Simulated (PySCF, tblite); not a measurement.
# C4H9OSi radical: geometry, infrared bands and EPR parameters

Wanted: the infrared bands and EPR parameters of C4H9OSi radical (`[SiH3][C@H]1[CH]OCC1`), by calculation.

The runs use tblite 0.8.0 and PySCF 2.14.0, with density-fitted response routines of our own; the level of theory stands in each step. All values are computed, except where a source is named. Atoms are numbered from 0 throughout.

### 1 The molecule as given

15 atoms, charge 0, multiplicity 2; geometry from: force field or distance geometry start.

Bonds of the start (Å): Si0–C1 1.87, C1–C2 1.49, C2–O3 1.36, O3–C4 1.45, C4–C5 1.52, C5–C1 1.53, Si0–H6 1.50, Si0–H7 1.48, Si0–H8 1.49, C1–H9 1.08, C2–H10 1.09, C4–H11 1.09, C4–H12 1.10, C5–H13 1.09, C5–H14 1.09.

### 2 Geometry optimisation with GFN2-xTB

Job settings and geometry (Å):

```
{"job": {"kind": "relax", "xc": "GFN2-xTB", "basis": "xTB"}, "charge": 0, "multiplicity": 2}
Si    -1.843200    -0.306700     0.637300
C     -0.470300    -0.088600    -0.614100
C      0.059200     1.295900    -0.711400
O      1.335300     1.499900    -0.280000
C      1.697400     0.250500     0.359300
C      0.833300    -0.817500    -0.301400
H     -3.022300     0.535000     0.261700
H     -2.274900    -1.721400     0.674900
H     -1.390200     0.065000     2.004000
H     -0.845100    -0.424200    -1.575100
H     -0.401300     2.151200    -1.198900
H      2.762700     0.063400     0.203700
H      1.499700     0.333000     1.438100
H      0.748400    -1.713400     0.320700
H      1.306800    -1.114100    -1.240700
```

The run is started by

```console
OMP_NUM_THREADS=1 python probes_run.py task.json out
```

The driver reads the jobs from task.json and runs them one after another.

**Question.** This job is followed by: GFN2-xTB harmonic vibrations, gas phase; UKS B3LYP, pcH-1 on C H O Si, non-relativistic, mean-field spin-orbit, GIAO. What will the session give for the following? strongest single infrared mode (GFN2-xTB); zero-point energy (GFN2-xTB); g(iso) (B3LYP); ⟨S²⟩; largest a(iso) (averaged by class); potential on the surface of density 0.002 e/bohr³, 1st and 99th percentile.

**Answer**, as computed:

```
                                                                  quantity                    value
                                 strongest single infrared mode (GFN2-xTB)    2194 cm⁻¹, 364 km/mol
                                              zero-point energy (GFN2-xTB)            71.7 kcal/mol
                                                            g(iso) (B3LYP)                  2.00323
                                                                      ⟨S²⟩       0.754 (exact 0.75)
                                        largest a(iso) (averaged by class)  29Si on Si0, -122.3 MHz
potential on the surface of density 0.002 e/bohr³, 1st and 99th percentile       -1.36 V and 0.91 V
```

What this shows: Over 62 steps the energy fell by 0.161 eV; of the close pairs, Si0–C1 changed most, 1.870 to 1.921 Å. All 39 modes are real, so the xTB geometry is a minimum. The strongest single mode, at 2194 cm⁻¹, moves mainly H7. Unscaled tight-binding wavenumbers are off by several per cent, some by more. Its intensities can rank the bands wrongly. C2 carries the largest spin population, 0.84 e. The isotropic g lies 0.9 ppt above the free-electron value. These values are for one conformer; the search (at its own cheap level) found 1 more, at 0.07 kcal/mol, and measured spectra average over such forms.
